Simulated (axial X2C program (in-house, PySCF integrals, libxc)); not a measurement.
# SGeS²⁺: bond lengths and stretches, held linear

How do method and spin–orbit coupling move the bonds and stretches of SGeS²⁺, held linear?

Program: an in-house X2C program for linear molecules on PySCF integrals. Level of theory: all-electron X2C, two-component (2c) or spin-free, S dyall-av3z, Ge dyall-v3z. These are calculated values, not measurements.

All values are calculated.

2 further runs of the same task are left out: 2 set aside as unsound or not needed.

### 1 Set-up

The input, task.json:

```json
{"zs": [16, 32, 16], "q": 2, "bas": ["dyall-av3z", "dyall-v3z", "dyall-av3z"], "r0": [2.05, 2.05], "symm": 1, "scan": ["PBE0", "HF", "B3LYP"], "levels": ["PBE0", "HF", "PBE"], "nst": 2}
```

Keys: zs atomic numbers; q charge; bas basis sets; r0 starting distance in Å; symm equal bonds; scan levels of the two-bond scan; levels methods; nst determinants followed.

Command:

```sh
> python solin.py task.json out
```

Masses S 31.972, Ge 73.921, S 31.972 u.

### 2 Scan at PBE0, 2c

State: Ω = 1 (beyond evenly filled blocks: ω = -1/2, ω = 3/2). Energies above the lowest point, from the job's result record:

| r(S–Ge) (Å) | r(Ge–S) (Å) | E (meV) |
| --- | --- | --- |
| 2.0212 | 2.0212 | 52.34 |
| 2.0212 | 2.0730 | 19.52 |
| 2.0212 | 2.1248 | 26.82 |
| 2.0730 | 2.0212 | 19.52 |
| 2.0730 | 2.0730 | 0.00 |
| 2.0730 | 2.1248 | 19.97 |
| 2.0730 | 2.1766 | 68.92 |
| 2.1248 | 2.0212 | 26.82 |
| 2.1248 | 2.0730 | 19.97 |
| 2.1248 | 2.1248 | 51.92 |
| 2.1766 | 2.0730 | 68.92 |
| 2.1766 | 2.1766 | 183.19 |

A quadratic surface with cubic terms in each bond gives the minimum at 2.071 and 2.071 Å, force constants 2.35, 2.35 and coupling 0.71 mdyn/Å.

### 3 Scan at B3LYP, 2c

State: Ω = 1 (beyond evenly filled blocks: ω = -1/2, ω = 3/2). Energies above the lowest point, from the job's result record:

| r(S–Ge) (Å) | r(Ge–S) (Å) | E (meV) |
| --- | --- | --- |
| 2.0212 | 2.0212 | 93.60 |
| 2.0212 | 2.0730 | 41.16 |
| 2.0212 | 2.1248 | 30.33 |
| 2.0730 | 2.0212 | 41.16 |
| 2.0730 | 2.0730 | 0.11 |
| 2.0730 | 2.1248 | 0.00 |
| 2.0730 | 2.1766 | 30.31 |
| 2.1248 | 2.0212 | 30.33 |
| 2.1248 | 2.0730 | 0.00 |
| 2.1248 | 2.1248 | 10.01 |
| 2.1766 | 2.0730 | 30.31 |
| 2.1766 | 2.1766 | 98.52 |

A quadratic surface with cubic terms in each bond gives the minimum at 2.093 and 2.093 Å, force constants 2.18, 2.18 and coupling 0.60 mdyn/Å.

### 4 Scan at PBE0, spin-free

State: M_S = 1, Λ = 0 (beyond evenly filled blocks: π+α, π-α). Energies above the lowest point, from the job's result record:

| r(S–Ge) (Å) | r(Ge–S) (Å) | E (meV) |
| --- | --- | --- |
| 2.0212 | 2.0212 | 51.14 |
| 2.0212 | 2.0730 | 18.92 |
| 2.0212 | 2.1248 | 26.80 |
| 2.0730 | 2.0212 | 18.92 |
| 2.0730 | 2.0730 | 0.00 |
| 2.0730 | 2.1248 | 20.50 |
| 2.0730 | 2.1766 | 69.92 |
| 2.1248 | 2.0212 | 26.80 |
| 2.1248 | 2.0730 | 20.50 |
| 2.1248 | 2.1248 | 52.99 |
| 2.1766 | 2.0730 | 69.92 |
| 2.1766 | 2.1766 | 185.19 |

A quadratic surface with cubic terms in each bond gives the minimum at 2.071 and 2.071 Å, force constants 2.35, 2.35 and coupling 0.71 mdyn/Å.

### 5 The levels side by side

| level | r(S–Ge) (Å) | r(Ge–S) (Å) | lower stretch (cm⁻¹) | upper stretch (cm⁻¹) |
| --- | --- | --- | --- | --- |
| PBE0, 2c | 2.071 | 2.071 | 402.4 | 403.3 |
| B3LYP, 2c | 2.093 | 2.093 | 384.2 | 395.1 |
| PBE0, spin-free | 2.071 | 2.071 | 403.1 | 403.6 |
| HF, spin-free | 2.082 | 2.082 | 267.6 | 407.8 |
| B3LYP, spin-free | 2.093 | 2.093 | 384.5 | 395.4 |

Scans not shown above were run alike.

In words: Over the levels the S–Ge bond spans 2.071 to 2.093 Å and the Ge–S bond 2.071 to 2.093 Å. At PBE0 spin–orbit coupling leaves both bonds unchanged to 0.001 Å. Each state is one determinant, the lowest of a limited PBE0 search; the stretches come from a fit to few points and are good to some per cent at best. The lower stretch spreads by more than a fifth over the levels, so it depends strongly on the method. The stretches are sorted by size, and where the two bonds are alike the symmetric and antisymmetric modes can swap order between levels. A multiply charged ion may be only metastable. The molecule was held linear; bending was not examined, so a bent shape may lie lower. Open-shell Ω = 0 determinants with evenly filled partner blocks cannot be reached by this program, so the Ω shown need not be the lowest component. Note: several unpaired electrons, one determinant need not be a pure state.
